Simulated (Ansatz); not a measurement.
# TeS: the cost of one run

Computed with Ansatz 0.2.0 (DFT PBE, scalar-relativistic, plane waves, PAW, unless a step's input says otherwise).

### Step 1. The starting structure

The structure is tetragonal, space group P4/mmm (No. 123). The conventional cell has a = 7.035 Å, b = 7.035 Å, c = 14.000 Å, α = 90.00°, β = 90.00°, γ = 90.00°.

Coordinates:

```xyz
2
Lattice="7.0355 0.0000 0.0000 0.0000 7.0355 0.0000 0.0000 0.0000 14.0000" Properties=species:S:1:pos:R:3 pbc="T T F"
Te    3.5177    3.5177    7.0000
S     0.0000    0.0000    7.0000
```

The cell is invented: random sheet by layer group and Wyckoff sites. Lengths come from tabulated atomic sizes and are only a guess.

It is a sheet, periodic along a and b, with vacuum along c; volumes and pressures of the box carry no meaning, and space groups named for it are those of the box.

### Step 2. The guess as it stands, on a coarse mesh

Contents of input.yaml:

```yaml
crystal:
  lattice:
    - [7.035482, 0.0, 0.0]
    - [0.0, 7.035482, 0.0]
    - [0.0, 0.0, 14.0]
  atoms:
    - { symbol: Te, position: [0.5, 0.5, 0.5] }
    - { symbol: S, position: [0.0, 0.0, 0.5] }
  periodic: [true, true, false]
basis:
  ecutwfc: 420
kpoints:
  mp_grid: { grid: [4, 4, 1] }
hamiltonian:
  xc: pbe
scf:
  occupations: { method: gaussian, width: 0.1 }
  lower_state_search: "off"
output:
  forces: true
  stress: true
  eigenvalues: true
```

Started as:

```console
ansatz run input.yaml --threads 1 --pin off --max-ram 2048MiB --backend cpu --events-out ev --progress --plain --runs-dir out
```

Q: Estimate wall time and peak memory on 1 thread of Arm Neoverse V1, shared host.

About 16 s, with a peak of 0.83 GiB.
